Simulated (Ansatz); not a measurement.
**GeH6O2Si: up Jacob's ladder to CCSD(T)**

One table from this session's results is given with a row withheld; the runs are named, their logs left out.

Method: functionals in def2-TZVPP, the program's frozen cores in correlated methods; program: Ansatz 0.2.0, Gaussian basis.

Plan: PBE-D4, r2SCAN-D4, PBE0-D4, B3LYP-D4, ωB97X-V, ωB97M-V, B2PLYP; CCSD(T)/def2-TZVPP; MP2/def2-QZVPP; extrapolation to the limit.

## The relaxed structure

All runs share one geometry, relaxed beforehand with PBE0-D4 in a triple-zeta def2 set.

SMILES `O[SiH2][O][GeH3]`, 10 atoms, charge 0, spin multiplicity 1.

Atoms are counted from 1 here; the program's logs count them from 0.

Bond lengths: O1–Si2 1.644 Å, O1–H5 0.958 Å, Si2–O3 1.628 Å, Si2–H6 1.482 Å, Si2–H7 1.484 Å, O3–Ge4 1.779 Å, Ge4–H8 1.536 Å, Ge4–H9 1.533 Å, Ge4–H10 1.538 Å. Angles: Si2–O1–H5 117.7°, O1–Si2–O3 112.9°, O1–Si2–H6 104.1°, O1–Si2–H7 110.7°, O3–Si2–H6 110.8°, O3–Si2–H7 106.1°, H6–Si2–H7 112.3°, Si2–O3–Ge4 133.2°, O3–Ge4–H8 107.9°, O3–Ge4–H9 105.8°, O3–Ge4–H10 108.6°, H8–Ge4–H9 111.5°, H8–Ge4–H10 111.2°, H9–Ge4–H10 111.7°.

Set-up of the first run:

Contents of in.yaml:

```yaml
crystal:
  periodic: [false, false, false]
  atoms:
    - {symbol: O, position_ang: [-1.231977, 1.292479, -1.194454]}
    - {symbol: Si, position_ang: [-0.170067, 1.366681, 0.058048]}
    - {symbol: O, position_ang: [0.009552, -0.059322, 0.822214]}
    - {symbol: Ge, position_ang: [0.612139, -1.651620, 0.304728]}
    - {symbol: H, position_ang: [-2.161701, 1.193177, -0.985298]}
    - {symbol: H, position_ang: [1.102677, 1.790667, -0.572277]}
    - {symbol: H, position_ang: [-0.637919, 2.328172, 1.086882]}
    - {symbol: H, position_ang: [-0.584124, -2.461905, -0.216065]}
    - {symbol: H, position_ang: [1.221936, -2.292951, 1.556595]}
    - {symbol: H, position_ang: [1.664584, -1.444679, -0.797072]}
basis:
  gaussian: {orbitals: def2-TZVPP}
hamiltonian: {xc: pbe, dispersion: d4}
output: {forces: true, orbitals: {seedname: orbitals}}
```

The run is started by

```sh
$ ansatz run in.yaml --threads 4 --pin off --events-out ev --progress --plain --max-ram 10444MiB
```

Steps of the session up to this table: PBE-D4 (GGA); r2SCAN-D4 (meta-GGA); PBE0-D4 (hybrid); B3LYP-D4 (hybrid); ωB97X-V (range-separated); ωB97M-V (range-separated); B2PLYP (double hybrid); CCSD(T) in def2-TZVPP; MP2 in def2-QZVPP.

One table of the session follows, with a row left open; its other results are not shown here.

| method | atomisation energy (kcal/mol) |
| --- | --- |
| PBE-D4 | 791.9 |
| r2SCAN-D4 | 796.3 |
| PBE0-D4 | 780.8 |
| B3LYP-D4 | ? |
| ωB97X-V | 801.6 |
| ωB97M-V | 796.1 |
| B2PLYP | 787.3 |
| HF/def2-TZVPP | 578.0 |
| MP2/def2-TZVPP | 791.6 |
| CCSD/def2-TZVPP | 772.9 |
| CCSD(T)/def2-TZVPP | 782.7 |
| MP2/CBS | 812.2 |
| CCSD(T)/CBS | 803.4 |

Q: Estimate the row for B3LYP-D4 from the others.

As computed: atomisation energy (kcal/mol): 791.8. In the column «atomisation energy (kcal/mol)» it lies between MP2/def2-TZVPP (791.6) and PBE-D4 (791.9).

Caveats from the session: Free atoms (2 O, 1 Si, 1 Ge, 6 H) were run apart at each level; the atomisation energy is their sum less the molecule, without zero-point or spin-orbit terms.
